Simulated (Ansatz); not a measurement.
# AlNi: the cost of one run

Program: Ansatz 0.2.0 through its Python package. Level of theory: DFT LDA, plane waves, PAW. These are calculated values, not measurements.

## (1) The structure

It takes space group Cmmm (No. 65, orthorhombic). Conventional cell: a = 3.877 Å, b = 3.906 Å, c = 3.099 Å, α = 90.00°, β = 90.00°, γ = 90.00°. Around Al (site symmetry mmm) lie 8 Ni at 2.48 to 2.49 Å and 4 Al at 2.75 Å. Ni (site symmetry mmm) has 8 Al at 2.48 to 2.49 Å and 4 Ni at 2.75 Å as nearest neighbours.

The script holds or builds the structure itself.

## (2) The code

File eos_alni.py:

```python
# -*- coding: utf-8 -*-
import ansatz as az
import numpy as np
from pymatgen.analysis.eos import EOS

VECTORS = np.array([
    [1.93869, -1.95319, 0.0],
    [1.93869, 1.95319, 0.0],
    [0.0, 0.0, 3.09943],
])
SITES = [
    ('Al', (0.0, 0.0, 0.0), 0.0),
    ('Ni', (0.5, 0.5, 0.5), 1.5),
]


def on_lattice(cell):
    crystal = az.Crystal(lattice=az.Lattice.of(cell))
    for symbol, position, moment in SITES:
        crystal = crystal.atom(symbol, position, moment=moment or None)
    return crystal

volumes, energies, pressures = [], [], []
for scale in np.linspace(0.95, 1.07, 5):
    cell = VECTORS * scale ** (1 / 3)
    calculation = (
        on_lattice(cell).calculation()
        .functional('lda')
        .basis(450)
        .occupations('fermi_dirac', width=0.1)
        .spin('collinear')
        .kpoints(10, 10, 9)
        .stress()
    )
    data = calculation.run().report
    volumes.append(abs(np.linalg.det(cell)) / len(SITES))
    energies.append(data['free_energy_ev'] / len(SITES))
    pressures.append(np.trace(data['stress_gpa']) / 3)
    print(f'V = {volumes[-1]:8.4f} A^3/atom  F = {energies[-1]:.5f} eV/atom  P = {pressures[-1]:8.3f} GPa')

for form in ['pourier_tarantola', 'birch_murnaghan']:
    fit = EOS(eos_name=form).fit(volumes, energies)
    print(f'{form:18s} V0 {fit.v0:8.4f} A^3/atom  B0 {fit.b0_GPa:7.1f} GPa  B1 {fit.b1:5.2f}')
```

## (3) What the engine is handed

The engine receives this input (first run):

```yaml
crystal:
  lattice:
    - [1.9058244983136596, -1.920078688114787, 0.0]
    - [1.9058244983136596, 1.920078688114787, 0.0]
    - [0.0, 0.0, 3.046887137607511]
  atoms:
    - { symbol: Al, position: [0.0, 0.0, 0.0] }
    - { symbol: Ni, position: [0.5, 0.5, 0.5], spin: 1.5 }
basis:
  ecutwfc: 450.0
kpoints:
  mp_grid:
    grid: [10, 10, 9]
hamiltonian:
  xc: lda
magnetization:
  spin_polarized: true
scf:
  occupations:
    method: fermi_dirac
    width: 0.1
output:
  stress: true
```

## (4) Launch

Launch:

```console
$ python eos_alni.py
```

What time and memory should one allow on 1 thread of Arm Neoverse V1, shared host?

About 53 s, with a peak of 0.55 GiB.
